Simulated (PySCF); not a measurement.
# CaCl: from the state search to spectroscopic constants

One table from this session's results is given with a row withheld; the runs are named, their logs left out.

The runs use PySCF 2.14.0; Ca x2c-SVPall, Cl x2c-SVPall, spin-free X2C with a Gaussian nucleus.

Set-up of the first run:

A driver script around PySCF takes these settings:

```json
{"atoms": "Ca, Cl", "charge": "0", "basis": "Ca x2c-SVPall, Cl x2c-SVPall", "Hamiltonian": "spin-free X2C with a Gaussian nucleus", "basis functions": "42", "electrons treated": "37", "masses in u": "39.9626, 34.9689", "levels": "PBE0, PBE, r²SCAN, MN15, LDA, r²SCAN0, HF, MP2, SCS-MP2, CCSD, CCSD(T)", "grid": "80 radial by 434 angular points", "occupations": "held fixed by the projection of orbital angular momentum", "dissociation limit": "Ca + Cl, each in its ground configuration", "starting distance in angstrom": "2.560", "values of 2S to try": "1, 3"}
```

Started as:

```sh
$ OMP_NUM_THREADS=1 python dia.py task.json out
```

Among the steps run: Input; The PBE0 curve of the state that the search chose; Other states along the same grid; PBE; r²SCAN; MN15 (hybrid meta-GGA); LDA (local density); r²SCAN0; UHF; Correlated methods on the Hartree–Fock reference.

One of the session's tables, all rows but one given; the rest of the session is left out.

Differences from CCSD(T) in the same basis:

| level | Re (mÅ) | ωe (%) |
| --- | --- | --- |
| UHF | +21 | -0.1 |
| UHF-MP2 | -4 | +0.5 |
| UHF-SCS-MP2 | +2 | +0.2 |
| UHF-CCSD | +1 | +0.1 |
| LDA | ? | ? |
| PBE | -59 | +4.5 |
| r²SCAN | -49 | +5.2 |
| PBE0 | -52 | +4.8 |
| r²SCAN0 | -45 | +5.0 |
| MN15 | -59 | +4.7 |

Estimate the missing values for LDA.

As computed: Re (mÅ): -100; ωe (%): +10.0. In the column «Re (mÅ)» it is the lowest.
